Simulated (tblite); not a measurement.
# C5H13NO3Si: the cost of one run

Programs: tblite 0.8.0 and PySCF 2.14.0, with density-fitted response routines of our own. Each step states its level of theory. These are calculated values for one molecule in the gas phase, unless marked as measured. Atoms are numbered from 0 throughout.

## (1) Starting geometry

23 atoms, charge 0, multiplicity 1; geometry from: force field or distance geometry start.

Bonds of the start (Å): C0–O1 1.43, O1–Si2 1.71, Si2–O3 1.72, O3–C4 1.40, C4–C5 1.49, C5–O6 1.25, C5–N7 1.42, N7–C8 1.48, N7–C9 1.46, C0–H10 1.11, C0–H11 1.10, C0–H12 1.08, Si2–H13 1.49, Si2–H14 1.48, C4–H15 1.09, C4–H16 1.09, C8–H17 1.10, C8–H18 1.11, C8–H19 1.11, C9–H20 1.11, C9–H21 1.09, C9–H22 1.11.

## (2) Optimising the geometry with GFN2-xTB

What the job is given:

```
{"job": {"kind": "relax", "xc": "GFN2-xTB", "basis": "xTB"}, "charge": 0, "multiplicity": 1}
C      3.335900    -0.859500     0.219800
O      2.637900    -0.872100    -1.024100
Si     2.469000     0.776200    -1.452200
O      0.872900     1.374500    -1.201600
C      0.169700     0.411700    -0.465300
C     -1.204600     0.941000    -0.258200
O     -1.555800     2.056900    -0.687500
N     -2.164000     0.183700     0.467700
C     -1.815800    -1.147500     1.000300
C     -3.494200     0.748000     0.646300
H      2.660600    -1.294600     0.987400
H      3.574600     0.176900     0.503200
H      4.202200    -1.503700     0.123200
H      2.707400     0.897600    -2.917600
H      3.473100     1.574100    -0.715800
H      0.198000    -0.515700    -1.045200
H      0.618000     0.238800     0.518600
H     -0.752100    -1.289200     0.741400
H     -1.980400    -1.068300     2.097400
H     -2.436000    -1.927300     0.512000
H     -3.909500     0.872400    -0.375300
H     -4.132900     0.058700     1.193800
H     -3.478800     1.740300     1.141800
```

Command:

```sh
$ OMP_NUM_THREADS=1 python probes_run.py task.json out
```

One launch serves the whole session: the jobs run in the order shown.

**Question.** How long does this first job take on 1 thread of Arm Neoverse V1, shared host, and how much memory does it need?

About 2.1 s, with a peak of 0.18 GiB.
